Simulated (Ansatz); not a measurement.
## a series on the perovskite structure: Ca3PbO, Ca3PbS, Ca3PbSe: a table of relaxed lattice constants and trends

Computed with the Python package of Ansatz (0.2.0).

The script, `run_series.py`:
```python
"""Element substitution on the perovskite prototype."""

import ansatz
import numpy as np


def perovskite(first, second, third, a):
    return (
        ansatz.Lattice.cubic(a)
        .space_group(221)
        .atom(first, (0, 0, 0))
        .atom(second, (0.5, 0.5, 0.5))
        .atom(third, (0.5, 0.5, 0))
    )


def ground_state(name, crystal, relax=True):
    calc = (
        crystal.calculation()
        .functional("r2SCAN")
        .basis(600)  # plane waves up to this kinetic energy
        .scf(max_iterations=100)
        .kpoints(spacing=0.33)  # sampling of the Brillouin zone
        .occupations("gaussian", width=0.05)
        .stress()
        .band_table()  # levels at the mesh points
    )
    if relax:
        calc = calc.relax(force_tolerance=0.01, max_steps=30, cell=True)
    return calc.run(threads=1)

def bulk_modulus(name, outcome, step=0.015):
    # B = -V dP/dV from the pressures of two uniformly scaled cells, atoms held at their fractions
    pressure = []
    for factor in (1 - step, 1.0, 1 + step):
        cell = ansatz.Crystal(lattice=ansatz.Lattice.of(outcome.lattice.cell_ang * factor ** (1 / 3)))
        for site in outcome.report["lattice"]["sites"]:
            cell = cell.atom(site["symbol"], site["position_frac"])
        pressure.append(np.trace(ground_state(name, cell, relax=False).report["stress_gpa"]) / 3)
    slope, bend = (pressure[0] - pressure[2]) / (2 * step), abs(pressure[0] + pressure[2] - 2 * pressure[1])
    # a jump of mesh or basis between the cells shows as a kink: no modulus then
    return float(slope) if bend < 12 * step**2 * abs(slope) + 0.15 and abs(pressure[1]) < 1.5 else float("nan")

def relaxed_twice(name, crystal):
    # the second pass draws mesh and plane waves anew for the relaxed cell
    first = ground_state(name, crystal)
    again = ansatz.Crystal(lattice=ansatz.Lattice.of(first.lattice.cell_ang))
    for site in first.report["lattice"]["sites"]:
        again = again.atom(site["symbol"], site["position_frac"])
    return ground_state(name, again)


def volume_per_atom(outcome):
    return abs(np.linalg.det(outcome.lattice.cell_ang)) / len(outcome.lattice.sites)


def main() -> None:
    # rough a for each member; the cell is relaxed
    phases = {}
    phases["Ca3PbO"] = perovskite("Pb", "O", "Ca", 4.85)
    phases["Ca3PbS"] = perovskite("Pb", "S", "Ca", 5.27)
    phases["Ca3PbSe"] = perovskite("Pb", "Se", "Ca", 5.43)

    done = {}
    for name, crystal in phases.items():
        try:
            done[name] = relaxed_twice(name, crystal)
        except ansatz.NonConvergedError as error:
            print(name, "did not converge:", str(error)[:120])

    rows = [(name, float(np.linalg.norm(o.lattice.cell_ang[0])), volume_per_atom(o), bulk_modulus(name, o)) for name, o in done.items()]
    print("| compound | a (A) | V (A^3/atom) | B (GPa) |")
    print("| --- | --- | --- | --- |")
    for row in rows:
        print(f"| {row[0]} | {row[1]:.3f} | {row[2]:.3f} | {row[3]:.0f} |")


if __name__ == "__main__":
    main()
```

```console
$ python run_series.py
| compound | a (A) | V (A^3/atom) | B (GPa) |
| --- | --- | --- | --- |
| Ca3PbO | 4.837 | 22.632 | 58 |
| Ca3PbS | 5.316 | 30.041 | 41 |
| Ca3PbSe | 5.466 | 32.662 | 35 |
```

From smallest to largest: Ca3PbO (22.63 Å³), Ca3PbS (30.04 Å³) and Ca3PbSe (32.66 Å³). The largest is 44 % above the smallest.

The bulk modulus is taken at fixed shape and positions, an upper value where these are free. Pressure is positive in compression. Spin-orbit coupling, which matters for elements this heavy, is left out. The cells are built on a prototype by substitution; a member may or may not take this structure in nature. Run time: 5.2 min on 1 thread of Arm Neoverse V1, on a shared host, peak memory 0.99 GiB.
